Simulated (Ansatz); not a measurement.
# BFGeH4Li: the cost of one run

Program: Ansatz 0.2.0. Level of theory: RKS PBE-D4/def2-TZVP. These are calculated values, not measurements.

## 1. The starting structure

SMILES `[BH2][GeH2][F]`, 7 atoms, charge 0, spin multiplicity 1.

Atoms are counted from 1 here; the program's logs count them from 0.

Bond lengths: B1–Ge2 2.054 Å, B1–H4 1.213 Å, B1–H5 1.216 Å, Ge2–F3 1.770 Å, Ge2–H6 1.558 Å, Ge2–H7 1.558 Å. Angles: Ge2–B1–H4 122.1°, Ge2–B1–H5 118.5°, H4–B1–H5 119.3°, B1–Ge2–F3 111.0°, B1–Ge2–H6 112.8°, B1–Ge2–H7 112.8°, F3–Ge2–H6 105.4°, F3–Ge2–H7 105.4°, H6–Ge2–H7 108.8°.

Geometry (Å):

```
B    -1.0048    0.2482   -0.7228
Ge    0.6450   -0.0971    0.4513
F     0.7712   -1.8100    0.8804
H    -1.7617   -0.6418   -1.0497
H    -1.2234    1.3838   -1.0984
H     0.5912    0.6674    1.8081
H     1.9826    0.2495   -0.2689
```

This geometry comes from a loose relaxation at PBE in a small basis, which is not shown.

## 4. Setting up the map

The probe is moved over the plane through the molecule's long axis and the normal of its main plane (x and y are the axes of that plane, centred on the molecule).

The axes are (1) x of the probe's Li atom: 15 values from −5.95 Å; (2) z of the probe's Li atom: 11 values from −4.25 Å.

Nothing else is relaxed (molecule and probe rigid). Energies count from molecule and probe far apart, each relaxed in its own basis (no counterpoise correction). Points are written as (first, second).

The probe Li+ moves over a plane: the plane through the molecule's long axis and the normal of its main plane. The molecule is turned into the frame of its main axes, as the inputs below show.

(The set-up runs are not shown.)

## 5. Grid point (−4.25 Å, 2.55 Å)

input.yaml

```yaml
crystal:
  periodic: [false, false, false]
  atoms:
    - { symbol: B, position_ang: [1.640393, -0.314019, 0.0] }
    - { symbol: Ge, position_ang: [-0.13436, 0.720318, 0.0] }
    - { symbol: F, position_ang: [-1.506034, -0.406299, 0.0] }
    - { symbol: H, position_ang: [1.668417, -1.511598, -0.000138] }
    - { symbol: H, position_ang: [2.670884, 0.302404, 7.8e-05] }
    - { symbol: H, position_ang: [-0.343811, 1.60109, -1.26279] }
    - { symbol: H, position_ang: [-0.343957, 1.601196, 1.262682] }
    - { symbol: Li, position_ang: [-4.25, 0.0, 2.55] }
total_charge: 1
basis:
  gaussian: { orbitals: def2-TZVP }
hamiltonian:
  xc: pbe
  dispersion: d4
output:
  forces: true
```

On the command line:

```console
$ ansatz run input.yaml --threads 1 --pin off --max-ram 2560MiB --backend cpu --events-out ev --progress --plain --runs-dir out
```

Q: Estimate wall time and peak memory on 1 thread of Arm Neoverse V2, shared host.

About 3.5 s, with a peak of 0.16 GiB.
